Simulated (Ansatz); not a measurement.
# C₂H₃FGeO: up Jacob's ladder to CCSD(T)

The task here is to estimate one member of a computed series from the others.

Computed with Ansatz 0.2.0, Gaussian basis. Level: functionals in def2-TZVPP, the program's frozen cores in correlated methods.

The runs, in order: PBE-D4, r2SCAN-D4, PBE0-D4, B3LYP-D4, ωB97X-V, ωB97M-V, B2PLYP; CCSD(T)/def2-TZVPP; MP2/def2-QZVPP; extrapolation to the limit.

## Structure used throughout

All runs share one geometry, relaxed beforehand with PBE0-D4 in a triple-zeta def2 set.

8 atoms, charge 0, spin multiplicity 1.

Atoms are counted from 1 here; the program's logs count them from 0.

Bond lengths: F1–C2 1.321 Å, C2–C3 1.375 Å, C2–O5 1.214 Å, C3–Ge4 1.938 Å, Ge4–H6 1.539 Å, Ge4–H7 1.529 Å, Ge4–H8 1.535 Å. Angles: F1–C2–C3 124.7°, F1–C2–O5 123.7°, C3–C2–O5 111.3°, C2–C3–Ge4 123.5°, C3–Ge4–H6 100.7°, C3–Ge4–H7 108.8°, C3–Ge4–H8 113.1°, H6–Ge4–H7 110.4°, H6–Ge4–H8 111.3°, H7–Ge4–H8 111.9°.

Set-up of the first run:

in.yaml

```yaml
crystal:
  periodic: [false, false, false]
  atoms:
    - {symbol: F, position_ang: [-0.139009, -1.033949, 2.390776]}
    - {symbol: C, position_ang: [0.601181, -0.748961, 1.334315]}
    - {symbol: C, position_ang: [0.537307, 0.429035, 0.628461]}
    - {symbol: Ge, position_ang: [-0.404591, 0.618230, -1.054477]}
    - {symbol: O, position_ang: [1.498007, -1.459406, 0.928331]}
    - {symbol: H, position_ang: [-1.674359, 1.353929, -0.591486]}
    - {symbol: H, position_ang: [0.419813, 1.511717, -1.982589]}
    - {symbol: H, position_ang: [-0.746249, -0.727695, -1.709231]}
basis:
  gaussian: {orbitals: def2-TZVPP}
hamiltonian: {xc: pbe, dispersion: d4}
output: {forces: true, orbitals: {seedname: orbitals}}
```

Started as:

```bash
$ ansatz run in.yaml --threads 4 --pin off --events-out ev --progress --plain --max-ram 10444MiB
```

Steps of the session up to this table: PBE-D4 (GGA); r2SCAN-D4 (meta-GGA); PBE0-D4 (hybrid); B3LYP-D4 (hybrid); ωB97X-V (range-separated); ωB97M-V (range-separated); B2PLYP (double hybrid); CCSD(T) in def2-TZVPP; MP2 in def2-QZVPP.

One table of the session follows, with a row left open; its other results are not shown here.

It belongs to the step «Atomisation energies». 

```
            method  atomisation energy (kJ/mol)
            PBE-D4                       2916.6
         r2SCAN-D4                       2818.2
           PBE0-D4                       2788.5
          B3LYP-D4                       2774.1
           ωB97X-V                       2788.7
           ωB97M-V                       2774.6
            B2PLYP                       2748.0
     HF/def2-TZVPP                       1805.4
    MP2/def2-TZVPP                       2763.1
   CCSD/def2-TZVPP                       2622.5
CCSD(T)/def2-TZVPP                            ?
           MP2/CBS                       2839.3
       CCSD(T)/CBS                       2775.8
```

**Question.** Estimate the row for CCSD(T)/def2-TZVPP.

**Answer.** atomisation energy (kJ/mol): 2699.7. In the column «atomisation energy (kJ/mol)» it lies between CCSD/def2-TZVPP (2622.5) and B2PLYP (2748.0).

Limits of these values: Free atoms (1 F, 2 C, 1 Ge, 1 O, 3 H) were run apart at each level; the atomisation energy is their sum less the molecule, without zero-point or spin-orbit terms.
